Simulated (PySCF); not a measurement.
**[GdH2]+: other functionals and bases at one geometry**

The task here is to estimate one member of a computed series from the others.

Program: PySCF 2.14.0. Level of theory: several levels, as the steps say, no spin–orbit coupling. These are calculated values, not measurements.

1 further run of the same task is left out (for a known fault of the program).

### The starting structure

3 atoms, charge 1, spin multiplicity 1.

Bond lengths: Gd1–H2 1.928 Å, Gd1–H3 1.928 Å. Angles: H2–Gd1–H3 105.2°.

Coordinates:

| atom | x (Å) | y (Å) | z (Å) |
| --- | --- | --- | --- |
| Gd1 | 0.00000 | 0.00000 | -0.18962 |
| H2 | 1.53117 | 0.00000 | 0.98153 |
| H3 | -1.53117 | 0.00000 | 0.98153 |

Formal oxidation states: Gd +3. Each metal's 7 4f electrons lie in its core potential, so multiplicities, spins and levels count the valence alone. An earlier session relaxed this geometry at PBE0, Gd lcecp-1-SVP with ECP53, H def2-SVP (singlet, point group C2v).

At PBE0 on the finer grid: E = -36.764649 Eh, HOMO -12.71 eV, LUMO -7.75 eV, Mulliken charge on Gd1 +1.25 e, largest force component 0.003 eV/Å. 

Levels to run: TPSSh; PBE; PBE0, TZVP. Hardware: 2 threads of Arm Neoverse V1, shared host.

Set-up of the first run:

Input file run.py (the lines that set the calculation):

```python
mol = gto.M(atom='''
Gd     0.00000     0.00000    -0.18962
H      1.53117     0.00000     0.98153
H     -1.53117     0.00000     0.98153''',
    basis={'Gd': 'lcecp-1-SVP', 'H': 'def2-SVP'},
    ecp={'Gd': 'lcecp-1-SVP'},
    charge=1, spin=0)
mf = dft.RKS(mol, xc='TPSSH')
mf.grids.atom_grid = (75, 302)  # f atoms: unpruned, at least (60, 302)
mf = mf.density_fit()  # fitting sets: Gd AutoAux, H def2-universal-JKFIT
mf.conv_tol = 1e-08; mf.max_cycle = 55
mf.kernel(dm0)  # dm0: the density of the relaxed state
```

Command:

```sh
$ OMP_NUM_THREADS=2 python run.py
```

Among the steps run: TPSSh; PBE; PBE0, TZVP.

One of the session's tables, all rows but one given; the rest of the session is left out.

| level | HOMO (eV) | gap (eV) | charge on Gd1 (e) | dipole (D) | largest force component (eV/Å) |
| --- | --- | --- | --- | --- | --- |
| PBE0 (relaxed here) | -12.71 | 4.97 | 1.25 | 4.35 | 0.00 |
| TPSSh | ? | ? | ? | ? | ? |
| PBE | -11.59 | 2.90 | 1.16 | 3.94 | 0.18 |
| PBE0, TZVP | -12.70 | 4.98 | 1.32 | 4.43 | 0.06 |

**Question.** Estimate the row for TPSSh.

As computed: HOMO (eV): -12.15; gap (eV): 4.07; charge on Gd1 (e): 1.30; dipole (D): 4.42; largest force component (eV/Å): 0.06. In the column «HOMO (eV)» it lies between PBE0, TZVP (-12.70) and PBE (-11.59).

The dipole of a charged species depends on the origin, so these sizes hold for this origin alone.

In one basis the HOMO–LUMO gap runs from 2.90 eV (PBE) to 4.97 eV (PBE0). The largest leftover force, 0.18 eV/Å with PBE, stands at a geometry relaxed at another level. With 4f in the core, its levels are missing from HOMO and gap, and its count is fixed, so no charge can pass from the ligands into it. Total energies of different levels can't be compared.
